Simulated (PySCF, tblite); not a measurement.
# C₄H₈F₂O₂: geometry, infrared bands and NMR shifts

Aim: predict the infrared bands and NMR shifts of C₄H₈F₂O₂ (`CO[C@H](CF)OCF`).

Programs: tblite 0.8.0 and PySCF 2.14.0, with density-fitted response routines of our own. Each step states its level of theory. These are calculated values for one molecule in the gas phase, unless marked as measured. Atoms are numbered from 0 throughout.

## Step 1: Starting geometry

16 atoms, charge 0, multiplicity 1; geometry from: force field or distance geometry start.

Bonds of the start (Å): C0–O1 1.42, O1–C2 1.44, C2–C3 1.55, C3–F4 1.37, C2–O5 1.42, O5–C6 1.41, C6–F7 1.37, C0–H8 1.09, C0–H9 1.10, C0–H10 1.09, C2–H11 1.09, C3–H12 1.08, C3–H13 1.09, C6–H14 1.08, C6–H15 1.10.

## Step 2: Optimising the geometry with GFN2-xTB

What the job is given:

```
{"job": {"kind": "relax", "xc": "GFN2-xTB", "basis": "xTB"}, "charge": 0, "multiplicity": 1}
C     -1.851700    -0.432900     0.785900
O     -0.900700    -0.577100    -0.256900
C      0.245400     0.276600    -0.079800
C     -0.123800     1.748100    -0.388600
F     -0.706800     2.300500     0.725500
O      1.250600    -0.108200    -1.009700
C      1.818600    -1.353700    -0.653900
F      2.470600    -1.190000     0.536600
H     -2.352400     0.537700     0.717300
H     -2.622600    -1.209000     0.664000
H     -1.403400    -0.555500     1.770100
H      0.616800     0.201500     0.943900
H      0.762800     2.332000    -0.605200
H     -0.824000     1.819800    -1.215600
H      2.550100    -1.636700    -1.403100
H      1.062700    -2.144100    -0.541700
```

Launch:

```console
$ OMP_NUM_THREADS=1 python probes_run.py task.json out
```

This one command runs all jobs of the session in turn.

**Question.** This job is followed by: GFN2-xTB harmonic vibrations, gas phase; GIAO PBE0/pcSseg-1 NMR shielding, non-relativistic, gas phase. What will the session give for the following? strongest single infrared mode (GFN2-xTB); zero-point energy (GFN2-xTB); 13C shifts against TMS (PBE0/pcSseg-1); 1H shifts against TMS (PBE0/pcSseg-1, means over atoms taken as alike); 17O shifts against H2O (PBE0/pcSseg-1); 19F shifts against CFCl3 (PBE0/pcSseg-1).

The runs gave:

| quantity | value |
| --- | --- |
| strongest single infrared mode (GFN2-xTB) | 1098 cm⁻¹, 197 km/mol |
| zero-point energy (GFN2-xTB) | 76.2 kcal/mol |
| 13C shifts against TMS (PBE0/pcSseg-1) | 103.7, 102.0, 93.2, 57.2 ppm |
| 1H shifts against TMS (PBE0/pcSseg-1, means over atoms taken as alike) | 5.95, 5.54, 5.18, 4.97, 4.90, 3.70 ppm |
| 17O shifts against H2O (PBE0/pcSseg-1) | 125.7, 52.1 ppm |
| 19F shifts against CFCl3 (PBE0/pcSseg-1) | -189.5, -253.4 ppm |

What this shows: Over 45 steps the energy fell by 0.125 eV; of the close pairs, O1–C2 changed most, 1.440 to 1.401 Å. All 42 modes are real, so the xTB geometry is a minimum. The strongest single mode, at 1098 cm⁻¹, is spread over several atoms, O1, O5, C6, C0 among them. Unscaled tight-binding wavenumbers are off by several per cent, some by more. Its intensities can rank the bands wrongly. At PBE0/pcSseg-1: The largest span, 202 ppm, is at F7, where the paramagnetic term is -113 ppm.
